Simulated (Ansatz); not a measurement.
This script makes an atomisation energy of AsMg with Ansatz 0.2.0, Python API.

The script, `asmg.py`:
```python
"""Energy to split AsMg into its atoms."""

from collections import Counter
import logging
import sys

import ansatz

logging.basicConfig(stream=sys.stdout, format="%(levelname)s %(message)s")
logger = logging.getLogger("ansatz_job")
logger.setLevel(logging.INFO)

BASIS = "def2-TZVP"
FUNCTIONAL = "b3lyp"


def total_energy(molecule, charge=0, unpaired=0):
    calc = molecule.calculation().basis(gaussian=BASIS).functional(FUNCTIONAL).accuracy("high")
    if charge:
        calc = calc.charge(charge)
    if unpaired:
        calc = calc.spin("collinear", total=unpaired)
    report = calc.run(threads=1).report
    if report["published_state_doubts"]:
        print("  doubts:", report["published_state_doubts"])
    return report["free_energy_ev"]

GEOMETRY = """
Mg    0.00000    0.00000    0.00000
As    0.00000    0.00000    2.53000
"""


def main() -> None:
    mol = ansatz.Crystal.molecule()
    for line in GEOMETRY.strip().splitlines():
        symbol, *xyz = line.split()
        mol = mol.atom(symbol, [float(v) for v in xyz])

    # unpaired electrons of the ground-state atoms
    unpaired = {"Mg": 0, "As": 3}
    counts = Counter(site.symbol for site in mol.cartesian_sites)
    atom_energy = {s: total_energy(ansatz.Crystal.molecule().atom(s, (0, 0, 0)), 0, unpaired[s]) for s in counts}
    whole = total_energy(mol, 0, 1)
    for s, e in atom_energy.items():
        logger.info(f"{s:2s} x{counts[s]}  {e:14.5f} eV")
    logger.info(f"AsMg: {whole:.5f} eV")
    split = sum(counts[s] * e for s, e in atom_energy.items()) - whole
    logger.info(f"atomisation energy (no zero-point term): {split:.3f} eV, {split / sum(counts.values()):.3f} eV an atom")


if __name__ == "__main__":
    main()
```

What does it cost to take this molecule apart into atoms?

0.493 eV from the electronic energies, without the zero-point term.

The output:

```console
$ python asmg.py
INFO Mg x1     -5444.76812 eV
INFO As x1    -60840.54365 eV
INFO AsMg: -66285.80464 eV
INFO atomisation energy (no zero-point term): 0.493 eV, 0.246 eV an atom
```

What to keep in mind:
- These settings explore the input space; basis and method may be short of convergence.
- The geometry is a force-field or estimated start, not a minimum of this method, and the basis set is short of its limit. All parts are taken at fixed geometry, without zero-point energy.
- The species is open-shell (spin multiplicity 2).
- The expectation value of S² is noticeably off S(S+1) in at least one run, so that state is spin-contaminated.
- b3lyp holds the VWN-RPA fit, as in Gaussian; the form of ORCA and Turbomole is b3lyp5.
- The spin state was assumed, and another may lie lower.
- The whole script took 59 s on 1 thread of Arm Neoverse V1 (shared host), peak memory 0.4 GiB.

(Lines on the test bed's own set-up are left out of the output.)
